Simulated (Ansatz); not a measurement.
# TiSb2N3: the cost of one run

Method: DFT PBE, scalar-relativistic, plane waves, PAW, unless a step names another level, in Ansatz 0.2.0.

12 further runs of the same task are left out: 2 that didn't finish, 10 set aside as unsound or not needed.

## Step 1: The formula and the candidates

Pauling electronegativities: Ti 1.54, Sb 2.05, N 3.04 (spread 1.50). The formula balances with common oxidation states: Sb +3, Ti +3, N -3. Tabulated atomic sizes suggest about 17 Å³/atom. 27 candidates were drawn, by swapping species into database cells of other compounds, at random by space group and Wyckoff sites, or by hand, as the table says:

```csv
name,made from,space group no.,Wyckoff sites,atoms (primitive cell),V (Å³/atom)
c01,random,166,"Ti 3b; Sb 6c; N 6c, 3a",6,17.8
c02,random,164,"Ti 1b; Sb 2c; N 1a, 2d",6,18.2
c03,database cell of Ti3NbAl2,164,"Ti 1b; Sb 2d; N 2d, 1a",6,19.4
c04,random,38,"Ti 2b; Sb 4e; N 2a, 4e",6,18.4
c05,random,187,"Ti 1f; Sb 2g; N 2h, 1a",6,17.9
c06,random,164,Ti 1a; Sb 2d; N 3f,6,17.4
c07,random,69,"Ti 4a; Sb 8f; N 8h, 4b",6,19.8
c08,random,166,Ti 3a; Sb 6c; N 9d,6,18.9
c09,database cell of Nd2Ge3Pd,25,"Ti 1d; Sb 1b, 1a; N 1c, 1c, 1d",6,18.0
c10,database cell of NdB2Ru3,191,Ti 1a; Sb 2c; N 3g,6,17.1
c11,random,10,"Ti 1g; Sb 2i; N 2l, 1b",6,21.6
c12,random,6,"Ti 1b; Sb 2c; N 2c, 1a",6,18.6
c13,database cell of NaCu2O3,65,"Ti 2d; Sb 4i; N 4i, 2b",6,18.0
c14,random,156,"Ti 1a; Sb 1c, 1c; N 1b, 1b, 1c",6,20.0
c15,random,2,"Ti 1b; Sb 1e, 1h; N 1d, 1g, 1c",6,19.2
c16,random,123,"Ti 1b; Sb 2e; N 2h, 1c",6,21.5
c17,random,191,Ti 1a; Sb 2e; N 3f,6,20.9
c18,database cell of MnAl2Cr3,99,"Ti 1b; Sb 1a, 1b; N 1a, 1a, 1b",6,18.2
c19,database cell of La2Al3Ge,187,"Ti 1a; Sb 2i; N 1b, 1c, 1d",6,20.4
c20,random,123,"Ti 1a; Sb 2e; N 2g, 1b",6,19.0
c21,random,123,"Ti 1d; Sb 1b, 1c; N 2f, 1a",6,20.6
c22,database cell of Zr2Sb3Pd,115,"Ti 1b; Sb 2g; N 2g, 1a",6,17.3
c23,random,99,"Ti 1b; Sb 2c; N 1a, 2c",6,18.9
c24,database cell of NaH2Pd3,65,"Ti 2b; Sb 4i; N 2a, 4f",6,14.9
c25,random,191,"Ti 1b; Sb 2e; N 1a, 2d",6,21.5
c26,database cell of CsAu3Se2,164,Ti 1b; Sb 2d; N 3e,6,18.4
c27,database cell of Li3CeBi2,164,"Ti 1a; Sb 2d; N 2d, 1b",6,19.7
```

## Step 2: Screening run of c08

Contents of input.yaml:

```yaml
crystal:
  lattice:
    - [2.74500425, 1.58482894, 4.33920251]
    - [-2.74500425, 1.58482894, 4.33920251]
    - [0.0, -3.16965788, 4.33920251]
  atoms:
    - { symbol: Ti, position: [0.0, 0.0, 0.0], spin: 1.0 }
    - { symbol: Sb, position: [0.66623659, 0.66623659, 0.66623659] }
    - { symbol: Sb, position: [0.33376341, 0.33376341, 0.33376341] }
    - { symbol: "N", position: [0.0, 0.0, 0.5] }
    - { symbol: "N", position: [0.5, 0.0, 0.0] }
    - { symbol: "N", position: [0.0, 0.5, 0.0] }
basis:
  ecutwfc: 420
kpoints:
  mp_grid: { grid: [3, 3, 3] }
hamiltonian:
  xc: pbe
scf:
  occupations: { method: gaussian, width: 0.15 }
  lower_state_search: "off"
output:
  forces: true
  stress: true
  eigenvalues: true
  populations: true
magnetization:
  spin_polarized: true
relax:
  adjacent_minimum: "off"
  f_tol: 0.08
  max_steps: 16
  cell: { stress_tol: 0.8 }
```

Command:

```sh
$ ansatz run input.yaml --threads 1 --pin off --max-ram 2560MiB --backend cpu --events-out ev --progress --plain --runs-dir out
```

**Question.** How long does this run take on 1 thread of Arm Neoverse V1, shared host, and how much memory does it need?

About 73 s, with a peak of 0.4 GiB.
